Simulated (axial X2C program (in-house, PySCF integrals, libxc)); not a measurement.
**A two-component session on BrSi⁺: properties at the nuclei**

Wanted for BrSi⁺: properties at the nuclei, at the two-component level.

The runs use an in-house X2C program for linear molecules on PySCF integrals; two-component X2C with atomic mean-field terms, Br dyall-cv3z, Si dyall-v3z.

All values are calculated.

## Step 1: Set-up

Contents of task.json:

```json
{
 "zs": [
  35,
  14
 ],
 "q": 1,
 "bas": [
  "dyall-cv3z",
  "dyall-v3z"
 ],
 "r0": 2.3,
 "levels": [
  "PBE0",
  "HF",
  "LDA",
  "PBE",
  "TPSSh"
 ],
 "nst": 3
}
```

Keys: zs atomic numbers; q charge; bas basis sets; r0 starting distance in Å; levels methods (HF also brings MP2); nst determinants followed.

Launch:

```bash
python soeom.py task.json out
```

The runs that follow: Expectation values, lowest determinant.

**Question.** What will these runs give? Wanted: lowest state; qzz Br; qzz Si.

As calculated:

| quantity | value |
| --- | --- |
| lowest state | Ω = 0 (closed shell) |
| qzz Br (a.u.), PBE0 | 1.63 |
| qzz Si (a.u.), PBE0 | -1.64 |

What this shows: The expectation values come from single determinants. qzz is the electric field gradient, eQq0 = 234.96 MHz × Q/barn × qzz. The operators were transformed with the bare-nucleus X2C matrices.
